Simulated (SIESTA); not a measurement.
As2S:

```
As S
1.0
    -3.50648    3.50648    2.48592
     3.50648   -3.50648    2.48592
     3.50648    3.50648   -2.48592
As S
4 2
Direct
  0.87500 0.12500 0.25000
  0.87500 0.62500 0.75000
  0.37500 0.12500 0.25000
  0.87500 0.12500 0.75000
  0.25000 0.75000 0.50000
  0.50000 0.50000 0.00000
```

The cell comes from a database or a generator and needn't be the stable form of this composition.

Base run:

- Program: SIESTA 5.4.2
- Functional: PBEsol
- Potentials or basis: PseudoDojo 0.4 standard (PBEsol files)
- Basis: DZP (energy shift 0.003 Ry; two zetas on semicore shells)
- Grid cutoff: 500 Ry
- Energy shift: 0.003 Ry
- k mesh: 7 × 7 × 7
- Occupations: fermi-dirac, width 0.05 eV
- Spin: no spin polarisation

Its results: band gap on the k mesh none (metal or under the smearing width); pressure -1.0 GPa.

Problem. The run is repeated on the same cell with these changes: functional from PBEsol to PBE; potentials or basis from PseudoDojo 0.4 standard (PBEsol files) to PseudoDojo 0.4 standard (PBE files). What comes out?

Solution. Band gap on the k mesh none (metal or under the smearing width); pressure 2.6 GPa.

Caveats: the basis of atomic orbitals isn't converged, which shifts pressures, moduli and gaps.
